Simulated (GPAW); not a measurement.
Runs of GPAW 26.7.0 on NiMoIrPdW. Symmetry: P3m1, No. 156, trigonal system. The conventional cell has a = 4.147 Å, b = 4.147 Å, c = 5.416 Å, α = 90.00°, β = 90.00°, γ = 120.00°. Around Ni (site symmetry 3m) lie 3 W at 2.40 Å and 3 Ir at 2.71 Å. Mo (site symmetry 3m) is surrounded by 1 W at 2.49 Å and 3 Ir at 2.64 Å and 3 Pd at 2.85 Å. Around Pd (site symmetry 3m) lie 2 Ir at 2.65 to 2.76 Å and 3 W at 2.76 Å and 3 Ni at 2.82 Å and 3 Mo at 2.85 Å. Around Ir (site symmetry 3m) lie 3 Mo at 2.64 Å and 2 Pd at 2.65 to 2.76 Å and 3 Ni at 2.71 Å and 3 W at 2.77 Å. Around W (site symmetry 3m) lie 3 Ni at 2.40 Å and 1 Mo at 2.49 Å. The cell was built by a generator and needn't be a form met in nature.

```csv
task,level,potentials or basis,k mesh,ranks,band path,band points,mesh quality,gap on the mesh (eV),pressure (GPa),moment (μB),largest force (eV/Å)
band structure,LDA,"the program's PAW data sets (release 1.2.1) made for this functional, pw",5 × 5 × 4,8,"GMKGALHA,LM,KH",80,not flagged,-,(a),0.00,0.48
single point,PBE+D3(BJ),"GPAW PAW data sets (gpaw-data 1.2.1), pw",4 × 4 × 3,-,-,-,coarse,none,-5.7,0.00,0.33
single point,PBE,"GPAW PAW data sets (gpaw-data 1.2.1), pw",4 × 4 × 3,-,-,-,coarse,none,0.0,0.00,0.33
band structure,revPBE,"the program's PAW data sets (release 1.2.1) made for this functional, pw",5 × 5 × 4,8,"GMKGALHA,LM,KH",80,not flagged,-,(b),0.00,(c)
band structure,RPBE,"the program's PAW data sets (release 1.2.1) made for this functional, pw",5 × 5 × 4,8,"GMKGALHA,LM,KH",80,not flagged,-,4.4,0.00,0.13
```

Alike in all rows: spin collinear, ferromagnetic start; cell as given; cutoff (eV) 600; smearing fermi-dirac 0.05 eV.

Task: Fill in the values left out.

Result: (a) -13.1; (b) 3.3; (c) 0.12.

Caveats: some runs use coarse meshes; the stock nickel data set gives pressures a few GPa off other programs; pairwise dispersion overbinds metals, which lowers pressure and volume (some runs).

A k mesh can miss the band edges, and the runs leave out spin-orbit coupling on Ir, Mo, Pd, W.

A gap of «none» marks a metal or a gap under the smearing width.

Not every run made on this cell is shown here.
